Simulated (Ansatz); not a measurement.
## C2H4AlNO, SMILES [CH3][AlH][N]=C=O: harmonic frequencies at the relaxed geometry, step by step

Program: Ansatz 0.2.0 through its Python package.

The cells in order, each with its output:

In [1]:
```python
import ansatz as az
from ase import Atoms
import numpy as np
```

In [2]:
```python
atoms = Atoms(['C', 'Al', 'N', 'C', 'O', 'H', 'H', 'H', 'H'], positions=[
    [-1.2075, -0.6876, -0.0868],
    [0.2162, -0.0252, 1.0848],
    [1.7063, 0.8606, 0.3209],
    [1.882, 1.0601, -0.9223],
    [1.8768, 1.2276, -2.158],
    [-2.0437, -1.1113, 0.513],
    [-1.66, 0.2288, -0.6325],
    [-0.8184, -1.3544, -0.8402],
    [0.1369, -0.2449, 2.704],
])
c2h4alno = az.Crystal.molecule_from_ase(atoms)
```

In [3]:
```python
base = (
    c2h4alno.calculation()
    .basis(gaussian='def2-SVP')
    .functional('r2SCAN')  # level of theory
)
symbols = [site.symbol for site in c2h4alno.cartesian_sites]
start = np.array([site.position_ang for site in c2h4alno.cartesian_sites], dtype=float)
r = base.relax(force_tolerance=0.003, max_steps=100).run(threads=1).report
end = np.array(r['positions_ang'])
```

In [4]:
```python
print('final positions (A) and the move of each atom')
for symbol, xyz, old in zip(symbols, end, start):
    print(f'{symbol:2s} {xyz[0]:10.5f} {xyz[1]:10.5f} {xyz[2]:10.5f}   {np.linalg.norm(xyz - old):7.4f}')

# same settings at the minimum
minimum = az.Crystal.molecule()
for symbol, xyz in zip(symbols, end):
    minimum = minimum.atom(symbol, xyz.tolist())
vibrating = minimum.calculation()
vibrating = vibrating.basis(gaussian='def2-SVP').functional('r2SCAN')
vibrating = vibrating.phonons(temperatures=(298.15, 498.15, 100))
vib = vibrating.run(threads=1).report['vibrations']
sums = vib['harmonic_sums']
modes = [m['omega_inv_cm'] for m in sums['modes_at_gamma'] if m['rigid_motion'] == 'no']
print('frequencies (1/cm):', ' '.join(f'{w:.0f}' for w in modes))
print('imaginary modes:', sum(w < 0 for w in modes), ' zero-point energy:', round(sums['zero_point_energy_ev'], 4), 'eV')
print('T (K)   F_vib (eV)   S_vib (meV/K)   C_vib (meV/K)')
for row in zip(sums['temperatures_k'], sums['vibrational_free_energy_ev'], vib['entropy_ev_per_k'], vib['heat_capacity_ev_per_k']):
    print(f'{row[0]:6.1f} {row[1]:11.4f} {1000 * row[2]:13.4f} {1000 * row[3]:15.4f}')
```
```text
final positions (A) and the move of each atom
C    -1.48476   -0.79165    0.05236    0.3272
Al    0.12202   -0.03509    0.83861    0.2638
N     1.32994    0.70557   -0.25377    0.7042
C     2.15555    1.20942   -0.97307    0.3158
O     2.95818    1.69964   -1.67631    1.2745
H    -2.13540   -1.28731    0.79053    0.3412
H    -2.08568   -0.01055   -0.44651    0.5226
H    -1.23957   -1.53059   -0.73038    0.4696
H     0.46832   -0.00574    2.38142    0.5207
RunWarning: phonons: modes at or below zero, which the zero-point energy, F, S and C_V leave out: 1, the lowest at -31.26 cm⁻¹. A minimum has none, and a first-order saddle one
frequencies (1/cm): -31 67 117 206 385 528 613 624 640 664 671 762 1208 1418 1421 1486 1959 2423 3024 3115 3139
imaginary modes: 1  zero-point energy: 1.517 eV
T (K)   F_vib (eV)   S_vib (meV/K)   C_vib (meV/K)
 298.1      1.4373        0.5774          0.6225
 398.1      1.3693        0.7806          0.7837
 498.1      1.2817        0.9704          0.9107
```

In [5]:
```python
# all hydrogen replaced by deuterium
heavier = vibrating.phonons(masses={'H': 2.014102}).run(threads=1).report['vibrations']['harmonic_sums']
print('deuterated (1/cm):', ' '.join(f'{m["omega_inv_cm"]:.0f}' for m in heavier['modes_at_gamma'] if m['rigid_motion'] == 'no'))
print('zero-point energy falls by', round(sums['zero_point_energy_ev'] - heavier['zero_point_energy_ev'], 4), 'eV')
```
```text
RunWarning: phonons: modes at or below zero, which the zero-point energy, F, S and C_V leave out: 1, the lowest at -22.54 cm⁻¹. A minimum has none, and a first-order saddle one
deuterated (1/cm): -23 64 113 188 290 457 502 525 571 619 640 658 953 1023 1027 1411 1487 2174 2302 2323 2423
zero-point energy falls by 0.2926 eV
```

Caveats:
- Warnings are shown shortened and without file and line.
- The frequencies are harmonic and unscaled, in a modest basis. The result belongs to the one conformer reached from this start, and soft torsions count as harmonic oscillators.
- Hardware and time: 5.9 min on 1 thread of Arm Neoverse V2 (shared host), peak memory 0.24 GiB.

(Lines on the test bed's own set-up are left out of the output.)
